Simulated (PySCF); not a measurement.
**SCS-MP2/cc-pVTZ run of GaCl (SMILES [Cl][Ga])**

What is the energy change on altering one bond length of GaCl at SCS-MP2/cc-pVTZ? The job is set up through a Python script.

Program for the calculation: PySCF 2.14.0.

3 further runs of the same task are left out: 3 set aside as unsound or not needed.

## 1. The system as given

GaCl: 2 atoms, total charge 0, spin state singlet. As SMILES, `[Cl][Ga]`. The shape comes from GFN2-xTB, which is rough for such elements, and wasn't checked as a minimum.

Bond lengths: Cl1–Ga2 2.169 Å.

## 2. A single-point energy at SCS-MP2/cc-pVTZ

The input, input.py:

```python
from pyscf import gto, scf, mp

mol = gto.Mole()
mol.atom = [
    ('Cl', (0.000000, 0.000000, 0.000000)),
    ('Ga', (0.000000, 0.000000, 2.168600)),
]
mol.basis = 'cc-pvtz'
mol.max_memory = 1860
mol.verbose = 3
mol.build()

hf = scf.RHF(mol)
hf.conv_tol = 1e-10
hf.kernel()
if not hf.converged:
    hf = hf.newton().run(hf.mo_coeff, hf.mo_occ)

pt = mp.MP2(hf, frozen=14).run()
energy = hf.e_tot + 1.2 * pt.e_corr_os + pt.e_corr_ss / 3
print('E(%s) = %.9f' % ('SCS-MP2', energy))
```

Command:

```sh
$ OMP_NUM_THREADS=1 python input.py
```

Log:

```text
converged SCF energy = -2382.87908098075
E(RMP2) = -2383.19048438036  E_corr = -0.311403399603423
E(SCS-RMP2) = -2383.18120819773  E_corr = -0.302127216976307
E(SCS-MP2) = -2383.181208198
```

It took 1.7 s on 1 thread of Arm Neoverse V2, shared host; peak memory 0.16 GiB.

## 3. The distorted shape at the same level

The input, input.py:

```python
from pyscf import gto, mp

mol = gto.Mole()
mol.atom = 'Cl 0.000000 0.000000 -1.734900; Ga 0.000000 0.000000 2.168600'
mol.verbose = 3
mol.max_memory = 1860
mol.basis = 'cc-pvtz'
mol.build()

calc0 = mol.RHF()
calc0.conv_tol = 1e-10
calc0.kernel()
if not calc0.converged:
    calc0 = calc0.newton().run(calc0.mo_coeff, calc0.mo_occ)

pt = mp.MP2(calc0, frozen=14).run()
etot = calc0.e_tot + 1.2 * pt.e_corr_os + pt.e_corr_ss / 3
print(f'total energy: {etot:.8f} hartree')
```

Command:

```sh
$ OMP_NUM_THREADS=1 python input.py
```

Log:

```text
converged SCF energy = -2382.77551195961
E(RMP2) = -2383.07080863862  E_corr = -0.295296679011969
E(SCS-RMP2) = -2383.06560431314  E_corr = -0.290092353532733
total energy: -2383.06560431 hartree
```

Wall time 1.6 s (1 thread of Arm Neoverse V2, shared host); peak memory 0.16 GiB.

## 4. What came out

At SCS-MP2/cc-pVTZ, 14 core orbitals frozen:

| quantity | value |
| --- | --- |
| first shape: total energy | -2383.18121 Eh |
| first shape: dipole moment (Hartree–Fock density) | 2.01 D |
| first shape: HOMO energy (Hartree–Fock orbitals) | -9.45 eV |
| first shape: LUMO energy (Hartree–Fock orbitals) | 0.95 eV |
| first shape: HOMO–LUMO gap (Hartree–Fock orbitals) | 10.40 eV |
| first shape: correlation energy (14 core orbitals frozen) | -302.1 mEh |
| distorted shape: total energy | -2383.06560 Eh |
| distorted shape: dipole moment (Hartree–Fock density) | 14.88 D |
| distorted shape: HOMO energy (Hartree–Fock orbitals) | -8.09 eV |
| distorted shape: LUMO energy (Hartree–Fock orbitals) | -1.39 eV |
| distorted shape: HOMO–LUMO gap (Hartree–Fock orbitals) | 6.70 eV |
| distorted shape: correlation energy (14 core orbitals frozen) | -290.1 mEh |
| energy change with the Cl1–Ga2 bond stretched from 2.169 to 3.904 Å | 3.146 eV |

In words: With the Cl1–Ga2 bond stretched from 2.169 to 3.904 Å the energy rises by 3.15 eV (73 kcal/mol). The first shape isn't relaxed at this level, so the change isn't measured from a minimum.
